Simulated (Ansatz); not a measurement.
# C₂H₁₀Al₂O₂: how energies converge with the basis set

The task here is to estimate one member of a computed series from the others.

Computed with Ansatz 0.2.0, Gaussian basis. Level: one geometry, several basis sets.

The runs, in order: PBE0-D4/def2-SVP; ωB97M-V/def2-SVP; PBE0-D4/def2-QZVPP; ωB97M-V/def2-QZVPP; the functionals' def2-TZVPP values are taken from earlier runs.

**The relaxed structure**

The geometry comes from an earlier relaxation with PBE0-D4 in a triple-zeta def2 set; it is a stationary point, not always the lowest conformer.

SMILES `C[O+]1[AlH2-][O+](C)[AlH2-]1`, 16 atoms, charge 0, spin multiplicity 1.

Atoms are counted from 1 here; the program's logs count them from 0.

Bond lengths: C1–O2 1.417 Å, C1–H7 1.093 Å, C1–H8 1.093 Å, C1–H9 1.092 Å, O2–Al3 1.845 Å, O2–Al6 1.845 Å, Al3–O4 1.845 Å, Al3–H10 1.588 Å, Al3–H11 1.588 Å, O4–C5 1.417 Å, O4–Al6 1.845 Å, C5–H12 1.093 Å, C5–H13 1.092 Å, C5–H14 1.093 Å, Al6–H15 1.588 Å, Al6–H16 1.588 Å. Angles: O2–C1–H7 110.0°, O2–C1–H8 110.0°, O2–C1–H9 109.9°, H7–C1–H8 108.4°, H7–C1–H9 109.3°, H8–C1–H9 109.3°, C1–O2–Al3 127.6°, C1–O2–Al6 127.7°, Al3–O2–Al6 98.6°, O2–Al3–O4 81.4°, O2–Al3–H10 108.6°, O2–Al3–H11 115.1°, O4–Al3–H10 115.1°, O4–Al3–H11 108.6°, H10–Al3–H11 121.4°, Al3–O4–C5 127.7°, Al3–O4–Al6 98.6°, C5–O4–Al6 127.7° and more.

Set-up of the first run:

Contents of in.yaml:

```yaml
crystal:
  periodic: [false, false, false]
  atoms:
    - {symbol: C, position_ang: [-0.290126, -1.026818, 2.348111]}
    - {symbol: O, position_ang: [0.028675, -0.328169, 1.156961]}
    - {symbol: Al, position_ang: [0.983770, -0.951117, -0.293889]}
    - {symbol: O, position_ang: [-0.028699, 0.327900, -1.156834]}
    - {symbol: C, position_ang: [0.290308, 1.026425, -2.348041]}
    - {symbol: Al, position_ang: [-0.983681, 0.950935, 0.294092]}
    - {symbol: H, position_ang: [-1.337127, -0.858527, 2.611016]}
    - {symbol: H, position_ang: [-0.138948, -2.099413, 2.204289]}
    - {symbol: H, position_ang: [0.346540, -0.678779, 3.164200]}
    - {symbol: H, position_ang: [0.552960, -2.453707, -0.575537]}
    - {symbol: H, position_ang: [2.507491, -0.505042, -0.338160]}
    - {symbol: H, position_ang: [0.091722, 2.093149, -2.220445]}
    - {symbol: H, position_ang: [-0.311764, 0.644256, -3.174935]}
    - {symbol: H, position_ang: [1.349446, 0.898934, -2.583963]}
    - {symbol: H, position_ang: [-2.507838, 0.506437, 0.337913]}
    - {symbol: H, position_ang: [-0.552739, 2.453525, 0.575230]}
basis:
  gaussian: {orbitals: def2-SVP}
hamiltonian: {xc: pbe0, dispersion: d4}
output: {orbitals: {seedname: orbitals}}
```

The run is started by

```bash
> ansatz run in.yaml --threads 4 --pin off --events-out ev --progress --plain --max-ram 11315MiB
```

Among the steps run: PBE0-D4 in def2-SVP; ωB97M-V in def2-SVP; PBE0-D4 in def2-QZVPP; ωB97M-V in def2-QZVPP.

One of the session's tables, all rows but one given; the rest of the session is left out.

It belongs to the step «Density functionals: the series». 

| functional | basis | HOMO (eV) |
| --- | --- | --- |
| PBE0-D4 | def2-SVP | -7.58 |
| PBE0-D4 | def2-TZVPP | -7.65 |
| PBE0-D4 | def2-QZVPP | -7.66 |
| ωB97M-V | def2-SVP | -9.77 |
| ωB97M-V | def2-TZVPP | -9.88 |
| ωB97M-V | def2-QZVPP | ? |

Estimate the missing values for ωB97M-V, def2-QZVPP.

**Answer.** HOMO (eV): -9.89. In the column «HOMO (eV)» it is the lowest.
